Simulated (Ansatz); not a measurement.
What does this script print? It uses Ansatz 0.2.0 through its Python package.

`dimer_ch2cli.py`
```python
# -*- coding: utf-8 -*-
"""Binding of a CH2ClI dimer at a trial geometry."""

import ansatz

FIRST = [
    ("Cl", (-1.3969, 0.1117, 0.9207)),
    ("C", (-0.0405, 0.0988, -0.173)),
    ("I", (1.4545, -0.9799, 0.767)),
    ("H", (0.334, 1.1429, -0.3889)),
    ("H", (-0.3512, -0.3737, -1.1257)),
]
SECOND = [
    ("Cl", (4.8073, 0.3947, 4.0699)),
    ("C", (4.8936, 0.8042, 2.3785)),
    ("I", (4.5503, 2.8412, 2.2549)),
    ("H", (4.1104, 0.2579, 1.7743)),
    ("H", (5.8962, 0.5324, 1.9934)),
]

def energy(atoms, ghosts=()):
    molecule = ansatz.Crystal.molecule()
    for symbol, xyz in atoms:
        molecule = molecule.atom(symbol, xyz)
    calc = (
        molecule.calculation()
        .basis(gaussian="def2-SVP")
        .functional("b3lyp")
    )
    deck = calc.input()
    if ghosts:
        deck = deck.set(ansatz.key.basis.gaussian.ghost_atoms, [{"symbol": s, "position_ang": list(xyz)} for s, xyz in ghosts])
    return ansatz.Session.from_dict(deck).plan().execute().report["free_energy_ev"]

# monomers in their own basis and in the basis of the dimer
both = energy(FIRST + SECOND)
alone = energy(FIRST) + energy(SECOND)
ghosted = energy(FIRST, SECOND) + energy(SECOND, FIRST)
print(f"dimer {both:.6f} eV")
print(f"interaction, uncorrected   {23.060548 * (both - alone):8.3f} kcal/mol")
print(f"interaction, counterpoise  {23.060548 * (both - ghosted):8.3f} kcal/mol")
print(f"basis-set superposition    {23.060548 * (alone - ghosted):8.3f} kcal/mol")
```

```console
$ python dimer_ch2cli.py
dimer -43381.599021 eV
interaction, uncorrected     -0.304 kcal/mol
interaction, counterpoise    -0.059 kcal/mol
basis-set superposition       0.245 kcal/mol
```

Uncorrected it is -0.304 kcal/mol, with the counterpoise correction -0.059 kcal/mol; the difference, 0.245 kcal/mol, is the superposition error.

Reading the output:
- Total energies depend on the basis set; only differences at equal settings carry meaning.
- The dimer is a generated trial pose of unrelaxed monomers, not a minimum, so the figure is no binding energy, and the basis set is small.
- def2 sets replace the cores of elements past krypton by effective core potentials.
- b3lyp holds the VWN-RPA fit, as in Gaussian; the form of ORCA and Turbomole is b3lyp5.
- This level lacks the dispersion part of the attraction (electrostatics and induction are there), which can decide the sign where the interaction is weak.
- Run time: 21 s on 1 thread of Arm Neoverse V1, with other jobs on the host, peak memory 0.44 GiB.
